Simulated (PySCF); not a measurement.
# Br4Ti (TiBr4): the cost of one run

Computed with PySCF 2.14.0, with density-fitted response routines of our own, on a single molecule, in the gas phase or a continuum. Atoms are numbered from 0 throughout.

1 further run of the same task is left out (it didn't finish).

## Step 1: Starting geometry

5 atoms, charge 0, multiplicity 1; geometry from: GFN2-xTB. The atoms were then displaced at random by about 0.01 Å, so the start is not that level's minimum.

Bonds of the start (Å): Br0–Ti1 2.32, Ti1–Br2 2.33, Ti1–Br3 2.36, Ti1–Br4 2.34.

## Step 2: Relaxing the molecule at PBE0-D3(BJ)/def2-TZVP

The job: settings as JSON, then the geometry in Å.

```
{"job": {"xc": "PBE0", "basis": "def2-TZVP", "d3": "d3bj", "grid": 2, "shake": 0.01, "kind": "geom"}, "charge": 0, "multiplicity": 1}
Br    -1.796190     0.298130    -1.441940
Ti    -0.005080    -0.004510    -0.005650
Br     1.839080    -0.718980    -1.245070
Br     0.546900     2.019030     1.068880
Br    -0.551130    -1.627640     1.585890
```

Launch:

```sh
$ OMP_NUM_THREADS=1 python probes_run.py task.json out
```

One launch serves the whole session: the jobs run in the order shown.

**Question.** How long does this first job take on 1 thread of Arm Neoverse V2, shared host, and how much memory does it need?

About 5.8 min, with a peak of 1.8 GiB.
